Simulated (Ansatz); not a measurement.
# BGeP (singlet): the correlation ladder, cc-pVDZ

How much of the correlation energy of BGeP (singlet) does each wave-function method recover here?

Computed with Ansatz 0.2.0, Gaussian basis. Level: cc-pVDZ, core rule «outside noble gas», up to 20 orbitals frozen.

The runs, in order: UHF; CCSD(T) on RHF; CCSD(T) on UHF; BCCD(T) on RHF; CISD; CCSDT(Q) on RHF; CCSDT(Q) on UHF; CCSDTQ on RHF.

2 further runs of the same task are left out: 2 set aside as unsound or not needed. Runs told in other sessions of the task aren't counted.

## 1. The geometry

The geometry is a PBE0/def2-TZVP stationary point (not a proven minimum). No spin-orbit coupling is included. The filled d shell of Ge may be among the frozen orbitals whatever the setting's name suggests.

3 atoms, charge 0, spin multiplicity 1.

Atoms are counted from 1 here; the program's logs count them from 0.

Bond lengths: B1–Ge2 1.927 Å, B1–P3 1.711 Å, Ge2–P3 2.563 Å. Angles: Ge2–B1–P3 89.4°, B1–Ge2–P3 41.9°, B1–P3–Ge2 48.8°.

## 2. UHF

in.yaml reads:

```yaml
crystal:
  periodic: [false, false, false]
  atoms:
    - {symbol: B, position_ang: [0.000000, -1.127712, -0.672282]}
    - {symbol: Ge, position_ang: [0.000000, 0.073087, 0.835035]}
    - {symbol: P, position_ang: [0.000000, 0.222209, -1.723681]}
basis:
  gaussian: {orbitals: cc-pVDZ}
magnetization: {spin_polarized: true, initial_magnetization: 0}
hamiltonian: {xc: hf}
output: {orbitals: {seedname: orbitals}}
```

Started as:

```bash
$ ansatz run in.yaml --threads 1 --pin off --events-out ev --progress --plain --max-ram 4096MiB --backend cpu
```

The runs that follow: CCSD(T) on RHF; CCSD(T) on UHF; BCCD(T) on RHF; CISD; CCSDT(Q) on RHF; CCSDT(Q) on UHF; CCSDTQ on RHF.

**Question.** What will the summary of the whole plan be? Wanted: RCCSDTQ from the RHF energy; RMP2 from RCCSDTQ; RCCSD from RCCSDTQ; RCCSD(T) from RCCSDTQ; RCCSDT(Q) from RCCSDTQ; T1 diagnostic.

The runs gave:

| quantity | value |
| --- | --- |
| RCCSDTQ from the RHF energy | -8.4760 eV |
| RMP2 from RCCSDTQ | +28.28 kcal/mol |
| RCCSD from RCCSDTQ | +14.03 kcal/mol |
| RCCSD(T) from RCCSDTQ | +1.68 kcal/mol |
| RCCSDT(Q) from RCCSDTQ | -0.09 kcal/mol |
| levels within 1 kcal/mol (43 meV) | RCCSDT(Q) |
| T1 diagnostic | 0.023 |

RCCSD(T) misses by +1.68 kcal/mol, 0.9 % of the correlation energy. These misses are within one basis, not against nature.
